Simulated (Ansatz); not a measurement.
**BiIr (zincblende): equation of state**

An exercise on one series of results from a longer session: the logs are not shown, and one member is left open.

Computed with Ansatz 0.2.0 (DFT PBE, scalar-relativistic, plane waves, PAW, unless a step's input says otherwise).

3 further runs of the same task are left out: 1 that didn't finish, 2 set aside as unsound or not needed. Runs told in other sessions of the task aren't counted.

## The system as given

It takes space group F-43m (No. 216, cubic). Conventional cell: a = 6.135 Å, b = 6.135 Å, c = 6.135 Å, α = 90.00°, β = 90.00°, γ = 90.00°. Around Ir (site symmetry -43m) lie 4 Bi at 2.66 Å. Bi (site symmetry -43m) has 4 Ir at 2.66 Å in its first shell of neighbours.

Structure file:

```
Ir Bi
1.0
     0.00000    3.06748    3.06748
     3.06748    0.00000    3.06748
     3.06748    3.06748    0.00000
Ir Bi
1 1
Direct
  0.00000 0.00000 0.00000
  0.25000 0.25000 0.25000
```

An earlier run at PBE left this cell at 28.863 Å³/atom and 0.04 GPa (10×10×10 mesh).

Volume factors to run: 0.980, 1.020, 0.960, 1.040, 1.070, 1.100, 0.945.

Set-up of the first run:

input.yaml reads:

```yaml
crystal:
  lattice:
    - [0.0, 3.0468892584, 3.0468892584]
    - [3.0468892584, 0.0, 3.0468892584]
    - [3.0468892584, 3.0468892584, 0.0]
  atoms:
    - { symbol: Ir, position: [0.0, 0.0, 0.0] }
    - { symbol: Bi, position: [0.25, 0.25, 0.25] }
basis:
  ecutwfc: 420
  ecutrho_ratio: 4
kpoints:
  mp_grid: { grid: [10, 10, 10] }
hamiltonian:
  xc: pbe
scf:
  occupations: { method: gaussian, width: 0.05 }
output:
  forces: true
  stress: true
  eigenvalues: true
```

Run with:

```sh
> ansatz run input.yaml --threads 2 --pin off --max-ram 2662MiB --backend cpu --events-out ev --progress --plain --runs-dir out
```

Steps of the session up to this table: At 0.980 of the relaxed volume; Scaling the volume by 1.020; Scaling the volume by 0.960; Volume × 1.040; Volume × 1.070; At 1.100 of the relaxed volume; Volume × 0.945.

One of the session's tables, all rows but one given; the rest of the session is left out.

It belongs to the step «Energy and pressure against volume». 

| volume (Å³/atom) | energy (meV/atom) | pressure (GPa) |
| --- | --- | --- |
| 27.276 | 26.44 | 5.57 |
| 27.709 | 13.67 | 3.88 |
| 28.286 | 3.39 | 1.85 |
| 28.863 | 0.00 | 0.04 |
| 29.440 | ? | ? |
| 30.018 | 10.98 | -2.97 |
| 30.884 | 32.11 | -4.80 |
| 31.749 | 62.21 | -6.31 |

Q: Estimate the row for volume (Å³/atom) = 29.440 from the others.

Worked estimate for «energy (meV/atom)». A straight line through the neighbours (28.863, 0.00) and (30.018, 10.98) gives 0.00 + (10.98 − 0.00) × (29.440 − 28.863) / (30.018 − 28.863) = 5.49; a parabola fitted to 4 rows on both sides gives 2.89.

As computed: energy (meV/atom): 2.78; pressure (GPa): -1.56. In «energy (meV/atom)» the line misses by +2.71 and the parabola by +0.11.
